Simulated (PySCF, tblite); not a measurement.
# C6H12OP2: geometry, infrared bands and NMR shifts

Aim: predict the infrared bands and NMR shifts of C6H12OP2 (`C#CC[P@](C)(=O)P(C)C`).

Computed with tblite 0.8.0 and PySCF 2.14.0, with density-fitted response routines of our own, on a single molecule in the gas phase. Atoms count from 0, in the outputs and in this text.

## (1) The starting structure

21 atoms, charge 0, multiplicity 1; geometry from: force field or distance geometry start.

Bonds of the start (Å): C0–C1 1.22, C1–C2 1.45, C2–P3 1.80, P3–C4 1.80, P3–O5 1.50, P3–P6 2.15, P6–C7 1.83, P6–C8 1.83, C0–H9 1.06, C2–H10 1.10, C2–H11 1.09, C4–H12 1.09, C4–H13 1.09, C4–H14 1.09, C7–H15 1.10, C7–H16 1.10, C7–H17 1.08, C8–H18 1.10, C8–H19 1.09, C8–H20 1.08.

## (2) Geometry optimisation with GFN2-xTB

The job: settings as JSON, then the geometry in Å.

```
{"job": {"kind": "relax", "xc": "GFN2-xTB", "basis": "xTB"}, "charge": 0, "multiplicity": 1}
C      3.286800     0.310900     1.422200
C      2.586800     0.485800     0.442600
C      1.762200     0.687000    -0.732900
P      0.224700    -0.252100    -0.784200
C      0.723200    -1.974500    -0.676100
O     -0.571800     0.012000    -2.028900
P     -0.973900     0.191000     0.941300
C     -1.480600     1.898500     0.522800
C     -2.497300    -0.719600     0.495300
H      3.882300     0.168600     2.291300
H      1.496300     1.751400    -0.820400
H      2.326400     0.432500    -1.630400
H      1.386500    -2.216500    -1.504800
H      1.254900    -2.186900     0.248200
H     -0.150200    -2.622500    -0.740300
H     -2.249600     2.251300     1.232200
H     -1.900600     1.958900    -0.488200
H     -0.632600     2.567500     0.576200
H     -3.305700    -0.479000     1.205400
H     -2.844000    -0.458000    -0.504500
H     -2.332800    -1.789400     0.532700
```

Command:

```bash
$ OMP_NUM_THREADS=1 python probes_run.py task.json out
```

This one command runs all jobs of the session in turn.

**Question.** This job is followed by: GFN2-xTB harmonic vibrations, gas phase; GIAO PBE0/pcSseg-1 NMR shielding, non-relativistic, gas phase. Predict these results of the whole session: strongest single infrared mode (GFN2-xTB); zero-point energy (GFN2-xTB); 13C shifts against TMS (PBE0/pcSseg-1, means over atoms taken as alike); 1H shifts against TMS (PBE0/pcSseg-1, means over atoms taken as alike); 31P shifts against H3PO4 (PBE0/pcSseg-1); 17O shifts against H2O (PBE0/pcSseg-1).

As calculated:

| quantity | value |
| --- | --- |
| strongest single infrared mode (GFN2-xTB) | 1228 cm⁻¹, 276 km/mol |
| zero-point energy (GFN2-xTB) | 101.3 kcal/mol |
| 13C shifts against TMS (PBE0/pcSseg-1, means over atoms taken as alike) | 82.4, 80.8, 25.6, 18.6, 7.4 ppm |
| 1H shifts against TMS (PBE0/pcSseg-1, means over atoms taken as alike) | 2.81, 2.79, 1.57, 1.48, 1.23 ppm |
| 31P shifts against H3PO4 (PBE0/pcSseg-1) | 34.4, -90.3 ppm |
| 17O shifts against H2O (PBE0/pcSseg-1) | 103.3 ppm |

Relaxing lowered the energy by 0.281 eV in 156 steps; the close pair that moved most is P3–P6, from 2.147 to 2.219 Å. All 57 modes are real, so the xTB geometry is a minimum. The strongest single mode, at 1228 cm⁻¹, moves mainly O5 and P3. Unscaled tight-binding wavenumbers are off by several per cent, some by more. Its intensities can rank the bands wrongly. At PBE0/pcSseg-1: Shielding is most anisotropic at C1 (span 280 ppm, paramagnetic term -160 ppm).
